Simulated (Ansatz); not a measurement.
# CH₉N₃Zr: small, medium and large basis sets

The task here is to estimate one member of a computed series from the others.

Program: Ansatz 0.2.0, Gaussian basis. Level of theory: one geometry, several basis sets. These are calculated values, not measurements.

The runs, in order: PBE0-D4/def2-SVP; ωB97M-V/def2-SVP; PBE0-D4/def2-QZVPP; ωB97M-V/def2-QZVPP; the functionals' def2-TZVPP values are taken from earlier runs.

### The geometry

The geometry comes from an earlier relaxation with PBE0-D4 in a triple-zeta def2 set; it is a stationary point, not always the lowest conformer. Zr takes the def2 core potential; no spin-orbit term is included.

SMILES `[CH3][Zr]([NH2])([NH2])[NH2]`, 14 atoms, charge 0, spin multiplicity 1.

Atoms are counted from 1 here; the program's logs count them from 0.

Bond lengths: C1–Zr2 2.248 Å, C1–H6 1.097 Å, C1–H7 1.097 Å, C1–H8 1.097 Å, Zr2–N3 2.039 Å, Zr2–N4 2.039 Å, Zr2–N5 2.039 Å, N3–H9 1.012 Å, N3–H10 1.010 Å, N4–H11 1.012 Å, N4–H12 1.010 Å, N5–H13 1.012 Å, N5–H14 1.010 Å. Angles: Zr2–C1–H6 111.7°, Zr2–C1–H7 111.7°, Zr2–C1–H8 111.7°, H6–C1–H7 107.2°, H6–C1–H8 107.2°, H7–C1–H8 107.2°, C1–Zr2–N3 108.0°, C1–Zr2–N4 108.0°, C1–Zr2–N5 108.0°, N3–Zr2–N4 110.9°, N3–Zr2–N5 110.9°, N4–Zr2–N5 110.9°, Zr2–N3–H9 123.4°, Zr2–N3–H10 128.1°, H9–N3–H10 108.4°, Zr2–N4–H11 123.4°, Zr2–N4–H12 128.0°, H11–N4–H12 108.4° and more.

The first run:

Contents of in.yaml:

```yaml
crystal:
  periodic: [false, false, false]
  atoms:
    - {symbol: C, position_ang: [-0.756627, -0.054197, 1.837391]}
    - {symbol: Zr, position_ang: [0.099189, 0.007068, -0.240954]}
    - {symbol: N, position_ang: [-0.716952, 1.603233, -1.212971]}
    - {symbol: N, position_ang: [-0.386762, -1.738935, -1.175820]}
    - {symbol: N, position_ang: [2.122479, 0.208662, -0.085102]}
    - {symbol: H, position_ang: [-0.230730, -0.778576, 2.471431]}
    - {symbol: H, position_ang: [-1.816076, -0.338518, 1.831449]}
    - {symbol: H, position_ang: [-0.686209, 0.921458, 2.333824]}
    - {symbol: H, position_ang: [-0.724751, 2.542313, -0.834748]}
    - {symbol: H, position_ang: [-1.219144, 1.608221, -2.089591]}
    - {symbol: H, position_ang: [-1.330122, -2.103545, -1.221686]}
    - {symbol: H, position_ang: [0.234828, -2.406863, -1.609622]}
    - {symbol: H, position_ang: [2.700667, -0.393069, 0.488128]}
    - {symbol: H, position_ang: [2.710220, 0.922736, -0.491730]}
basis:
  gaussian: {orbitals: def2-SVP}
hamiltonian: {xc: pbe0, dispersion: d4}
output: {orbitals: {seedname: orbitals}}
```

The run is started by

```
> ansatz run in.yaml --threads 4 --pin off --events-out ev --progress --plain --max-ram 11315MiB
```

Among the steps run: PBE0-D4 in def2-SVP; ωB97M-V in def2-SVP; PBE0-D4 in def2-QZVPP; ωB97M-V in def2-QZVPP.

One table of the session follows, with a row left open; its other results are not shown here.

It belongs to the step «Density functionals: the series». 

| functional | basis | HOMO (eV) | LUMO (eV) |
| --- | --- | --- | --- |
| PBE0-D4 | def2-SVP | -6.53 | 0.15 |
| PBE0-D4 | def2-TZVPP | -6.71 | -0.07 |
| PBE0-D4 | def2-QZVPP | -6.75 | -0.24 |
| ωB97M-V | def2-SVP | -8.88 | 1.15 |
| ωB97M-V | def2-TZVPP | ? | ? |
| ωB97M-V | def2-QZVPP | -9.11 | 0.57 |

Estimate the missing values for ωB97M-V, def2-TZVPP.

**Answer.** HOMO (eV): -9.07; LUMO (eV): 0.89. In the column «HOMO (eV)» it lies between ωB97M-V, def2-QZVPP (-9.11) and ωB97M-V, def2-SVP (-8.88).
